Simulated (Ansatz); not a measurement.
# Ca2F: the cost of one run

Method: DFT r2SCAN, scalar-relativistic, plane waves, PAW, in Ansatz 0.2.0.

1 further run of the same task is left out (it didn't finish).

**1. The starting structure**

It takes space group Cm (No. 8, monoclinic). Conventional cell: a = 27.913 Å, b = 3.941 Å, c = 7.920 Å, α = 90.00°, β = 98.12°, γ = 90.00°. Ca (site symmetry m) has 2 F at 2.38 to 2.42 Å as nearest neighbours. Ca (site symmetry m) has 3 F at 2.36 Å as nearest neighbours. Around Ca (site symmetry m) lie 2 F at 2.41 Å. Ca (site symmetry m) has 2 F at 2.36 Å as nearest neighbours. Ca (site symmetry m) is surrounded by 2 F at 2.35 to 2.36 Å. Around Ca (site symmetry m) lie 2 F at 2.37 Å. Ca (site symmetry m) has 1 F at 2.36 Å as nearest neighbours. Only part of the 15 independent sites is listed.

Coordinates:

```xyz
15
Lattice="13.9563 -1.9703 0.0000 13.9563 1.9703 0.0000 -1.1186 0.0000 7.8401" Properties=species:S:1:pos:R:3 pbc="T T T"
Ca   26.7554    0.0000    7.8397
Ca   11.0400    0.0000    1.5756
Ca   22.0058    0.0000    3.1242
Ca    5.4592    0.0000    0.7713
Ca    4.9101    0.0000    4.7137
Ca   16.5877    0.0000    2.3678
Ca   15.6617    0.0000    6.2548
Ca   10.2528    0.0000    5.5098
Ca   -0.5258    0.0000    3.9005
Ca   21.1653    0.0000    7.0583
F     0.4136    0.0000    6.0580
F     3.9256    0.0000    2.5678
F    26.2801    0.0000    1.8140
F     5.9037    0.0000    6.8461
F     9.4255    0.0000    3.2997
```

(A quick probe on a coarse mesh, which set the mesh and smearing, is not shown.)

**3. Full relaxation**

The input, input.yaml:

```yaml
crystal:
  lattice:
    - [13.956277, -1.970262, 0.0]
    - [13.956277, 1.970262, 0.0]
    - [-1.118638, 0.0, 7.840149]
  atoms:
    - { symbol: Ca, position: [0.998616, 0.998616, 0.999939] }
    - { symbol: Ca, position: [0.403576, 0.403576, 0.200964] }
    - { symbol: Ca, position: [0.804353, 0.804353, 0.398493] }
    - { symbol: Ca, position: [0.199526, 0.199526, 0.098381] }
    - { symbol: Ca, position: [0.200006, 0.200006, 0.601225] }
    - { symbol: Ca, position: [0.606378, 0.606378, 0.30201] }
    - { symbol: Ca, position: [0.593072, 0.593072, 0.797791] }
    - { symbol: Ca, position: [0.395483, 0.395483, 0.702766] }
    - { symbol: Ca, position: [0.0011, 0.0011, 0.497497] }
    - { symbol: Ca, position: [0.794352, 0.794352, 0.90028] }
    - { symbol: F, position: [0.045784, 0.045784, 0.77269] }
    - { symbol: F, position: [0.153765, 0.153765, 0.327522] }
    - { symbol: F, position: [0.950788, 0.950788, 0.231367] }
    - { symbol: F, position: [0.246502, 0.246502, 0.873207] }
    - { symbol: F, position: [0.354548, 0.354548, 0.420867] }
basis:
  ecutwfc: 500
kpoints:
  mp_grid: { grid: [10, 10, 6] }
hamiltonian:
  xc: r2scan
scf:
  occupations: { method: gaussian, width: 0.1 }
output:
  forces: true
  stress: true
  eigenvalues: true
relax:
  adjacent_minimum: "off"
  f_tol: 0.01
  max_steps: 80
  cell: { stress_tol: 0.05 }
```

Started as:

```console
$ ansatz run input.yaml --threads 4 --pin off --max-ram 10240MiB --backend cpu --events-out ev --progress --plain --runs-dir out
```

Q: Estimate wall time and peak memory on 4 threads of Intel Xeon Platinum 8259CL at 2.50GHz (Skylake/Cascade Lake), shared host.

About 39 min, with a peak of 5.6 GiB.
